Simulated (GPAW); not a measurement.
**C2H4SSi (SMILES C=C1[SiH2]S1): RPBE/real-space grid (scalar-relativistic datasets)**

Aim: ionisation energies of C2H4SSi. Input form: an ASE script.

The results are computed with GPAW 26.7.0.

5 further runs of the same task are left out: 1 that didn't finish, 4 set aside as unsound or not needed.

### 1 The molecule

C2H4SSi has 8 atoms, charge 0, and is taken as a singlet. As SMILES, `C=C1[SiH2]S1`. The shape is that of a GFN2-xTB optimisation.

Bond lengths: C1–C2 1.316 Å, C2–Si3 1.842 Å, C2–S4 1.791 Å, Si3–S4 2.168 Å, C1–H5 1.078 Å, C1–H6 1.078 Å, Si3–H7 1.448 Å, Si3–H8 1.448 Å. Some angles: C1–C2–Si3 153.9°, C1–C2–S4 132.8°, Si3–C2–S4 73.3°, C2–Si3–S4 52.3°, C2–S4–Si3 54.5°, C2–C1–H5 122.1°, C2–C1–H6 120.9°, C2–Si3–H7 119.2°, C2–Si3–H8 119.1°, S4–Si3–H7 114.2°.

### 2 Ionisation energies at RPBE/real-space grid (scalar-relativistic datasets)

The input, calc.py:

```python
from ase import Atoms
from gpaw import GPAW

system = Atoms(['C', 'C', 'Si', 'S', 'H', 'H', 'H', 'H'],
    positions=[[ -0.668010,   1.446620,  -0.242520],
               [ -0.161510,   0.232540,  -0.254720],
               [  0.648820,  -1.230230,   0.517990],
               [  0.018190,  -0.998350,  -1.543450],
               [ -1.087630,   1.900650,  -1.125910],
               [ -0.678190,   2.032770,   0.661980],
               [  2.085450,  -1.225940,   0.702550],
               [ -0.157110,  -2.158060,   1.284080]])
system.center(vacuum=4.5)

energies = {}
for name, charge, unpaired in [('neutral', 0, 0), ('oxidised', 1, 1)]:
    system.set_initial_magnetic_moments([unpaired / len(system)] * len(system))
    calc = GPAW(mode='fd',
                h=0.25,
                xc='RPBE',
                charge=charge,
                occupations={'name': 'fermi-dirac', 'width': 0.0, 'fixmagmom': unpaired > 0},
                maxiter=100,
                symmetry='off',
                txt='-')
    system.calc = calc
    energies[name] = system.get_potential_energy()
    print(f'{name:10} {energies[name]:12.5f} eV')

ip = energies['oxidised'] - energies['neutral']
print(f'Vertical IP             {ip:.3f} eV')
```

Started as:

```console
$ python3 -u calc.py | tee calc.out
```

The program printed:

```text
[...]
Number of symmetries: 1
[...]
  Number of IBZ points: 1
[...]
Spin-components: 1 (collinear spins)
Bands:           18
[...]
  Valence electrons: 22.0
[...]
  Grid points: [48 52 48]
  Charge: 0.0  # |e|
[...]
    cutoffs:
[...]
occupation numbers:
  # Zero width
[...]
xc functional:
  name: RPBE with 2 nearest neighbor stencil
[...]
|iter     |     time |      energy | eigst |  dens |
[...]
|iter:   1| 00:00:01 |  -42.093938 | +1.01 |       |
[...]
Converged in 14 steps
[...]
dipole moment: (0.106495, -0.034922, 0.354443)  # |e|*Ang
Fermi level: -3.607
[...]
|iter:  16| 00:00:28 |  -29.942651c| -7.50c| -5.41c|  +1.0000|
Converged in 16 steps
[...]
Energy contributions relative to reference atoms: (reference = -20860.514529)
Energy contributions:
  Kinetic:          39.162230
  Coulomb:         -40.600890
  Zero:              0.877720
  External:          0.000000
  Xc:              -29.381711
  Entropy:           0.000000
  Spinorbit:         0.000000
  ----------------------------
  Free energy:     -29.942651
  Extrapolated:    -29.942651
[...]
Total magnetic moment: (0.000000, 0.000000, 1.000000)
Local magnetic moments
|        x |        y |         z |
|----------|----------|-----------|
| 0.000000 | 0.000000 |  0.129877 |  # C    0
| 0.000000 | 0.000000 |  0.006364 |  # C    1
| 0.000000 | 0.000000 | -0.006664 |  # Si   2
| 0.000000 | 0.000000 |  0.329196 |  # S    3
| 0.000000 | 0.000000 | -0.003988 |  # H    4
| 0.000000 | 0.000000 | -0.004405 |  # H    5
| 0.000000 | 0.000000 |  0.000702 |  # H    6
| 0.000000 | 0.000000 |  0.000789 |  # H    7
Fermi levels: -9.514, -11.932
Eigenvalues  # (at kpt = [0.000, 0.000, 0.000])
| band index |      eig [eV] | occ [0-1] |      eig [eV] | occ [0-1] |
|------------|---------------|-----------|---------------|-----------|
|          0 |       -26.876 |     1.000 |       -26.596 |     1.000 |
|        ... |               |           |               |           |
|          3 |       -18.524 |     1.000 |       -18.435 |     1.000 |
|          4 |       -16.966 |     1.000 |       -16.799 |     1.000 |
|          5 |       -16.509 |     1.000 |       -16.431 |     1.000 |
|          6 |       -15.513 |     1.000 |       -15.140 |     1.000 |
|          7 |       -14.024 |     1.000 |       -13.875 |     1.000 |
|          8 |       -13.850 |     1.000 |       -13.501 |     1.000 |
|          9 |       -12.785 |     1.000 |       -12.698 |     1.000 |
|         10 |       -12.529 |     1.000 |       -11.336 |     0.000 |
|         11 |        -7.693 |     0.000 |        -7.056 |     0.000 |
|         12 |        -6.957 |     0.000 |        -6.909 |     0.000 |
[...]
Gap: 3.644 eV
Transition (v -> c):
  (s=1, k=0, n=10, [0.00, 0.00, 0.00]) -> (s=0, k=0, n=11, [0.00, 0.00, 0.00])
No difference between direct/indirect transitions
vacuum-level: 0.000  # V
oxidised      -29.94265 eV
Vertical IP             8.402 eV
```

Wall time 29 s (1 thread of Arm Neoverse V2, shared host); peak memory 0.5 GiB.

### 3 Outcome

At RPBE/real-space grid (scalar-relativistic datasets):

| quantity | value |
| --- | --- |
| first ionisation energy | 8.40 eV |
